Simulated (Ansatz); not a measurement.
# CH4BClO: how energies converge with the basis set

The task here is to estimate one member of a computed series from the others.

Method: one geometry, several basis sets; program: Ansatz 0.2.0, Gaussian basis.

Plan: PBE0-D4/def2-SVP; ωB97M-V/def2-SVP; PBE0-D4/def2-QZVPP; ωB97M-V/def2-QZVPP; the functionals' def2-TZVPP values are taken from earlier runs.

## Structure used throughout

All runs share one geometry, relaxed beforehand with PBE0-D4 in a triple-zeta def2 set.

SMILES `OBCCl`, 8 atoms, charge 0, spin multiplicity 1.

Atoms are counted from 1 here; the program's logs count them from 0.

Bond lengths: O1–B2 1.340 Å, O1–H5 0.969 Å, B2–C3 1.576 Å, B2–H6 1.198 Å, C3–Cl4 1.791 Å, C3–H7 1.092 Å, C3–H8 1.092 Å. Angles: B2–O1–H5 111.2°, O1–B2–C3 122.2°, O1–B2–H6 118.2°, C3–B2–H6 119.5°, B2–C3–Cl4 112.6°, B2–C3–H7 111.2°, B2–C3–H8 111.2°, Cl4–C3–H7 107.3°, Cl4–C3–H8 107.3°, H7–C3–H8 106.9°.

The first run:

The input, in.yaml:

```yaml
crystal:
  periodic: [false, false, false]
  atoms:
    - {symbol: O, position_ang: [-0.617917, 1.523757, -0.432170]}
    - {symbol: B, position_ang: [0.085071, 0.744029, 0.400478]}
    - {symbol: C, position_ang: [0.289699, -0.796218, 0.137604]}
    - {symbol: Cl, position_ang: [-0.511388, -1.351313, -1.364810]}
    - {symbol: H, position_ang: [-0.961851, 1.015136, -1.181783]}
    - {symbol: H, position_ang: [0.569518, 1.246542, 1.374162]}
    - {symbol: H, position_ang: [-0.111002, -1.394114, 0.959432]}
    - {symbol: H, position_ang: [1.349970, -1.044920, 0.051387]}
basis:
  gaussian: {orbitals: def2-SVP}
hamiltonian: {xc: pbe0, dispersion: d4}
output: {orbitals: {seedname: orbitals}}
```

On the command line:

```console
$ ansatz run in.yaml --threads 2 --pin off --events-out ev --progress --plain --max-ram 4352MiB
```

Among the steps run: PBE0-D4 in def2-SVP; ωB97M-V in def2-SVP; PBE0-D4 in def2-QZVPP; ωB97M-V in def2-QZVPP.

One table of the session follows, with a row left open; its other results are not shown here.

It belongs to the step «Density functionals: the series». 

| functional | basis | HOMO (eV) | LUMO (eV) |
| --- | --- | --- | --- |
| PBE0-D4 | def2-SVP | -8.40 | 0.04 |
| PBE0-D4 | def2-TZVPP | ? | ? |
| PBE0-D4 | def2-QZVPP | -8.58 | -0.27 |
| ωB97M-V | def2-SVP | -10.65 | 2.18 |
| ωB97M-V | def2-TZVPP | -10.84 | 1.75 |
| ωB97M-V | def2-QZVPP | -10.88 | 1.51 |

Q: Estimate the row for PBE0-D4, def2-TZVPP from the others.

The run gave: HOMO (eV): -8.55; LUMO (eV): -0.20. In the column «HOMO (eV)» it lies between PBE0-D4, def2-QZVPP (-8.58) and PBE0-D4, def2-SVP (-8.40).
